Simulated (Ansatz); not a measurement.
## the Y-Rh system: a small convex hull, step by step

Computed with the Python package of Ansatz (0.2.0).

The script reads `yrh5_yrh5_p6_mmm.xyz`:
```text
6
Lattice="5.141 0.0 0.0 -2.5705 4.4522366 0.0 0.0 0.0 4.294" Properties=species:S:1:pos:R:3 pbc="T T T"
Y     0.00000000    0.00000000    0.00000000
Rh   -0.00000000    2.96815773    0.00000000
Rh    2.57050000    1.48407887    0.00000000
Rh    2.57050000    0.00000000    2.14700000
Rh    1.28525000    2.22611830    2.14700000
Rh   -1.28525000    2.22611830    2.14700000
```

`yrh5_yrh_pm_3m.xyz`
```text
2
Lattice="3.407 0.0 0.0 0.0 3.407 0.0 0.0 0.0 3.407" Properties=species:S:1:pos:R:3 pbc="T T T"
Y     1.70350000    1.70350000    1.70350000
Rh    0.00000000    0.00000000    0.00000000
```

`yrh5_y.xyz`
```text
2
Lattice="3.6474 0.0 0.0 -1.8237 3.15874106 0.0 0.0 0.0 5.7306" Properties=species:S:1:pos:R:3 pbc="T T T"
Y    -0.00000000    2.10582737    1.43265000
Y     1.82370000    1.05291369    4.29795000
```

The script reads `yrh5_rh.cif`:
```cif
data_Rh
_cell_length_a 2.683965
_cell_length_b 2.683965
_cell_length_c 2.683965
_cell_angle_alpha 60.00000
_cell_angle_beta 60.00000
_cell_angle_gamma 60.00000
_symmetry_space_group_name_H-M 'P 1'
_symmetry_Int_Tables_number 1
loop_
_symmetry_equiv_pos_as_xyz
'x, y, z'
loop_
_atom_site_label
_atom_site_type_symbol
_atom_site_fract_x
_atom_site_fract_y
_atom_site_fract_z
Rh1 Rh    0.000000    0.000000    0.000000
```

Typed at the interpreter:
```pycon
>>> from collections import Counter
>>> from dataclasses import dataclass
>>> import warnings
>>> import ansatz as az
>>> from ase.io import read
>>> import numpy as np
>>> from scipy.spatial import ConvexHull
>>> @dataclass(frozen=True)
... class RunConfig:
...     functional: str = 'LDA'
...     tolerance: float = 1e-06
...     max_iterations: int = 150
...     cutoff: int = 520
...     k_spacing: float = 0.26
...     filling: str = 'fermi_dirac'
...     smearing_width: float = 0.1
...
>>> settings = RunConfig()
>>> def solve(name, crystal):
...     calc = (
...         crystal.calculation()
...         .functional(settings.functional)
...         .scf(tolerance=settings.tolerance, max_iterations=settings.max_iterations)
...         .basis(settings.cutoff)
...         .kpoints(spacing=settings.k_spacing)
...         .occupations(settings.filling, width=settings.smearing_width)
...     )
...     calc = calc.relax(force_tolerance=0.02, cell=True)
...     return calc.run(threads=1)
...
>>> def counts(outcome):
...     return Counter(site.symbol for site in outcome.lattice.sites)
...
>>> def formation_energy(outcome, mu):
...     n = counts(outcome)
...     return (outcome.report['energy_sigma0_ev'] - sum(k * mu[element] for element, k in n.items())) / sum(n.values())
...
>>> warnings.simplefilter('ignore', az.DeckWarning)
>>> phases = {}
>>> yrh5_p6_mmm = az.Crystal.from_extxyz('yrh5_yrh5_p6_mmm.xyz')
>>> phases['YRh5 P6/mmm'] = yrh5_p6_mmm
>>> yrh_pm_3m = az.Crystal.from_extxyz('yrh5_yrh_pm_3m.xyz')
>>> phases['YRh Pm-3m'] = yrh_pm_3m
>>> y = az.Crystal.from_extxyz('yrh5_y.xyz')
>>> phases['Y'] = y
>>> atoms = read('yrh5_rh.cif')
>>> rh = az.Crystal.from_ase(atoms)
>>> phases['Rh'] = rh
>>> done = {name: solve(name, crystal) for name, crystal in phases.items()}

>>> # energy of one atom in its reference phase
>>> references = {'Y': 'Y', 'Rh': 'Rh'}
>>> mu = {element: done[name].report['energy_sigma0_ev'] / len(done[name].lattice.sites) for element, name in references.items()}
>>> points = sorted((counts(o)['Rh'] / len(o.lattice.sites), formation_energy(o, mu), name) for name, o in done.items())
>>> xy = np.array([(x, e) for x, e, _ in points] + [(0.5, 10.0)])
>>> hull = sorted(tuple(xy[i]) for i in ConvexHull(xy).vertices if xy[i, 1] < 5)
>>> rows = [(name, x, e, e - np.interp(x, *zip(*hull))) for x, e, name in points]
>>> print('     phase       x(Rh)  E_form (eV/atom)  above hull (eV/atom)')
     phase       x(Rh)  E_form (eV/atom)  above hull (eV/atom)
>>> for row in rows:
...     print(f'{str(row[0]):>10}  {row[1]:10.3f}  {row[2]:16.4f}  {row[3]:20.4f}')
...
         Y       0.000            0.0000                0.0000
 YRh Pm-3m       0.500           -0.8113                0.0000
YRh5 P6/mmm       0.833           -0.2559                0.0145
        Rh       1.000            0.0000                0.0000
>>> print('on the hull of these phases:', ', '.join(row[0] for row in rows if row[3] < 1e-6))
on the hull of these phases: Y, YRh Pm-3m, Rh
```

Reading the output:
- These settings explore the input space; cutoff and mesh may be short of convergence.
- The run is spin-unpolarised.
- For the metals among these phases the mesh is modest: differences between phases can be off by up to 40 meV an atom.
- The program warned that this SCF threshold is loose for forces or stresses.
- The cells come from databases of deposited and of computed structures, and not all need be stable phases.
- Differences under about 40 meV an atom lie within the error of mesh and functional, so such verdicts may flip; only the cells listed enter the hull.
- The script silences the warnings on its input, which a real study should read.
- It ran for 71 s on 1 thread of Arm Neoverse V1 (shared host), peak memory 0.59 GiB.

(Lines on the test bed's own set-up are left out of the output.)
